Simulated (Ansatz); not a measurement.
# Ge₂H₃ (doublet): from Hartree-Fock to the top rungs at distance Ge1–H3 = 1.897 Å, cc-pVDZ

The task here is to estimate one member of a computed series from the others.

The runs use Ansatz 0.2.0, Gaussian basis; cc-pVDZ, core rule «outside noble gas», up to 28 orbitals frozen.

The runs, in order: UHF; CCSD(T) on ROHF; CCSD(T) on UHF; BCCD(T) on ROHF; CISD; CCSDT(Q) on ROHF; CCSDT(Q) on UHF; CASSCF and MRCISD+Q, 3 electrons in 3 orbitals; CASSCF and NEVPT2, 3 electrons in 3 orbitals.

25 further runs of the same task are left out: 1 for a known fault of the program, 1 for a mislabelled method, 15 that didn't finish, 8 set aside as unsound or not needed.

## The geometry

The geometry derives from a PBE0/def2-TZVP stationary point (not a proven minimum). One bond is set to the value named and the two fragments are kept rigid. No spin-orbit coupling is included. The filled d shell of Ge may be among the frozen orbitals whatever the setting's name suggests; the logs give the count.

5 atoms, charge 0, spin multiplicity 2.

Atoms are counted from 1 here; the program's logs count them from 0.

Bond lengths: Ge1–Ge2 2.405 Å, Ge1–H3 1.897 Å, Ge1–H4 1.548 Å, Ge2–H5 1.595 Å. Angles: Ge2–Ge1–H3 130.0°, Ge2–Ge1–H4 123.8°, H3–Ge1–H4 106.2°, Ge1–Ge2–H5 87.5°.

The first run:

The input, in.yaml:

```yaml
crystal:
  periodic: [false, false, false]
  atoms:
    - {symbol: Ge, position_ang: [0.000000, 0.011337, 1.179751]}
    - {symbol: Ge, position_ang: [0.000000, -0.036186, -1.224850]}
    - {symbol: H, position_ang: [0.000000, 1.489247, 2.369033]}
    - {symbol: H, position_ang: [0.000000, -1.257089, 2.067127]}
    - {symbol: H, position_ang: [0.000000, 1.558676, -1.185949]}
basis:
  gaussian: {orbitals: cc-pVDZ}
magnetization: {spin_polarized: true, initial_magnetization: 1}
hamiltonian: {xc: hf}
output: {orbitals: {seedname: orbitals}}
```

Command:

```console
> ansatz run in.yaml --threads 1 --pin off --events-out ev --progress --plain --max-ram 2393MiB
```

Steps of the session up to this table: UHF; CCSD(T) on ROHF; CCSD(T) on UHF; BCCD(T) on ROHF; CISD; CCSDT(Q) on ROHF; CCSDT(Q) on UHF; CASSCF and MRCISD+Q, 3 electrons in 3 orbitals; CASSCF and NEVPT2, 3 electrons in 3 orbitals.

One of the session's tables, all rows but one given; the rest of the session is left out.

It belongs to the step «Misses and costs». 

```
       method  from UCCSDT(Q) (meV)
         ROHF               +5914.1
          UHF               +5845.2
         RMP2               +1359.7
         UMP2               +1371.6
         CISD                +766.3
        RCCSD                +248.1
        UCCSD                +244.1
     RCCSD(T)                 +55.5
     UCCSD(T)                     ?
      BCCD(T)                 +54.2
       RCCSDT                 +13.3
       UCCSDT                 +11.4
    RCCSDT(Q)                  +2.1
    UCCSDT(Q)                     0
  CASSCF pair               +5313.2
  NEVPT2 pair               +1284.7
  MRCISD pair                +625.8
MRCISD+Q pair                 +61.5
```

**Question.** Estimate the row for UCCSD(T).

The run gave: from UCCSDT(Q) (meV): +54.3. In the column «from UCCSDT(Q) (meV)» it lies between BCCD(T) (+54.2) and RCCSD(T) (+55.5).

Caveats from the session: Restricted and unrestricted rows rest on different reference determinants; where their highest levels disagree by more than a few hundredths of an eV, they describe different states and don't form one ladder.
